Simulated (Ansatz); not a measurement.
## Li₃Au, space group Fm-3m: a relaxation followed by a look at the electronic structure, step by step

With Ansatz 0.2.0 through its Python package.

Typed at the interpreter:
```pycon
>>> import warnings
>>> import ansatz as az
>>> import numpy as np
>>> def count_gap(report):
...     # lowest empty less highest filled band, counting bands; zero where they overlap
...     return max(report.get("gap_by_band_count_ev") or 0.0, 0.0)
...
>>> def setup_for(crystal, spacing):
...     return (
...         crystal.calculation()
...         .functional(az.Functional.LDA)
...         .basis(39 * az.Ry, xc_grid=3)
...         .accuracy("medium")
...         .occupations("Gaussian", width=0.1)
...         .kpoints(spacing=spacing)
...     )
...
>>> warnings.simplefilter("ignore", az.DeckWarning)
>>> crystal = (
...     az.Lattice.of([0.0, 3.151, 3.151], [3.151, 0.0, 3.151], [3.151, 3.151, 0.0])
...     .atom("Li", [0.25, 0.25, 0.25])
...     .atom("Li", [0.75, 0.75, 0.75])
...     .atom("Li", [0.5, 0.5, 0.5])
...     .atom("Au", [0.0, 0.0, 0.0])
... )
>>> relaxed = setup_for(crystal, 0.34).relax(cell=True, force_tolerance=0.01, max_steps=40).checkpoint(write="relax.run").run()

>>> cell = np.asarray(relaxed.lattice.cell_ang)
>>> print("relaxed edges (A):", np.linalg.norm(cell, axis=1).round(4), " volume:", round(abs(np.linalg.det(cell)), 3), "A^3")
relaxed edges (A): [4.3134 4.3134 4.3134]  volume: 56.746 A^3
>>> for site in relaxed.lattice.sites:
...     print(" ", site.symbol, np.round(site.position_frac, 4) + 0.0)
...
  Li [0.25 0.25 0.25]
  Li [0.75 0.75 0.75]
  Li [0.5 0.5 0.5]
  Au [0. 0. 0.]
>>> final = az.Crystal.from_checkpoint("relax.run")
>>> out = setup_for(final, 0.26).functional("lda").stress().band_table().density_of_states(energy_step=0.05).run()
>>> data = out.report
>>> out.lattice.cell_ang
array([[-2.42030172e-34,  3.05000633e+00,  3.05000633e+00],
       [ 3.05000633e+00,  3.56676042e-34,  3.05000633e+00],
       [ 3.05000633e+00,  3.05000633e+00,  1.14645871e-34]])
>>> sorted(key for key in data if key.endswith("_ev"))
['eigenvalues_ev', 'energy_sigma0_ev', 'entropy_ts_ev', 'fermi_energy_ev', 'free_energy_ev', 'gap_by_band_count_ev', 'harris_foulkes_ev', 'internal_energy_ev', 'lagrangian_above_aufbau_ev', 'lagrangian_ev', 'lagrangian_sigma0_ev', 'loop_eigenvalues_ev', 'loop_fermi_energy_ev', 'occupations_fermi_energy_ev', 'residual_norms_ev']
>>> dos = out.density_of_states()
>>> print(f"pressure at the relaxed cell {np.trace(data['stress_gpa']) / 3:.3f} GPa, gap by band count {count_gap(data):.3f} eV")
pressure at the relaxed cell -0.113 GPa, gap by band count 0.000 eV
>>> if count_gap(data) == 0:
...     print("states/eV at the Fermi level:", round(float(np.interp(dos.fermi_ev, dos.energies_ev, dos.spin_summed_g_bin_mean_per_ev)), 3))
...
states/eV at the Fermi level: 1.098
```

What to keep in mind:
- The settings weren't tested for convergence.
- Only differences from the Fermi energy are physical; the zero of the scale is a convention.
- A gap by band count of zero or less means overlapping bands, a metal.
- The structure is a deposited one; some such entries were measured under pressure or heat, so a shift against it needn't be the functional's error alone.
- Levels are Kohn-Sham eigenvalues on this mesh, without spin-orbit coupling.
- Where the second run takes another functional or mesh than the relaxation, its pressure isn't zero; pressure is positive in compression.
- The computed bands are complete only to about 4.8 eV above the Fermi level; beyond that the density of states is undercounted.
- Hardware and time: 9.7 s on 1 thread of Arm Neoverse V1, with other jobs on the host, peak memory 0.44 GiB.

(Lines on the test bed's own set-up are left out of the output.)
